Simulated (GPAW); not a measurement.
Input of a GPAW 26.7.0 run:

Contents of run.py:

```python
from ase.io import read
from gpaw import PW
from gpaw.dft import DFT

atoms = read('POSCAR')

dft = DFT(atoms,
          mode=PW(800),
          xc='PBE',
          kpts={'size': (9, 9, 7), 'gamma': True},
          occupations={'name': 'fermi-dirac', 'width': 0.05},
          nbands=17,
          convergence={'density': 1e-05, 'energy': 1e-05},
          maxiter=150,
          txt='gpaw.txt')
print(f'Energy: {dft.calculate_energy():.6f} eV')
print('Forces (eV/A):')
print(dft.calculate_forces().round(4))
print('Stress (eV/A^3):', dft.calculate_stress().round(6))
dft.write_gpw_file('gs.gpw')
```

The input POSCAR:

```
CaB2
1.0
    3.2264302843      0.0000000000      0.0000000000
   -1.6132151421      2.7941705897      0.0000000000
    0.0000000000      0.0000000000      4.0673920000
Ca B
1 2
Direct
    0.0000000000      0.0000000000      0.0000000000
    0.6666666667      0.3333333333      0.5000000000
    0.3333333333      0.6666666667      0.5000000000
```

Potentials or basis: GPAW PAW data sets (gpaw-data 1.2.1), pw.

Launch:

```sh
$ OMP_NUM_THREADS=1 python run.py
```

(1) What does it give for the pressure?

(2) What does it give for the band gap on the k mesh?

Answers

(1) -0.1 GPa.

(2) none (metal or under the smearing width).
